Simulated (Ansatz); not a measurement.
# FHf: the cost of one run

Computed with Ansatz 0.2.0 (unrestricted Hartree-Fock, Gaussian basis def2-QZVPP, and further levels as typed in the inputs, unless a step's input says otherwise).

### Step 1. The starting structure

Bond lengths: Hf1–F2 1.850 Å.

Structure file:

```xyz
2

Hf    0.0000    0.0000    0.0000
F     0.0000    0.0000    1.8500
```

### Step 2. Batch of points: FHf

Input file input.yaml:

```yaml
magnetization:
  spin_polarized: true
  initial_magnetization: 1
basis:
  gaussian: { orbitals: def2-QZVPP.json }
hamiltonian:
  xc: hf
batch:
  members: [s0.yaml, s1.yaml, s2.yaml, s3.yaml, s4.yaml, s5.yaml, s6.yaml, s7.yaml, s8.yaml, s9.yaml, s10.yaml]
# s1.yaml, one of 11 members:
crystal:
  periodic: [false, false, false]
  atoms:
    - { symbol: Hf, position_ang: [0.0, 0.0, 0.0] }
    - { symbol: F, position_ang: [0.0, 0.0, 1.71] }
```

Q: Estimate wall time and peak memory on 6 threads of Arm Neoverse N1, shared host.

About 76 s, with a peak of 1.4 GiB.
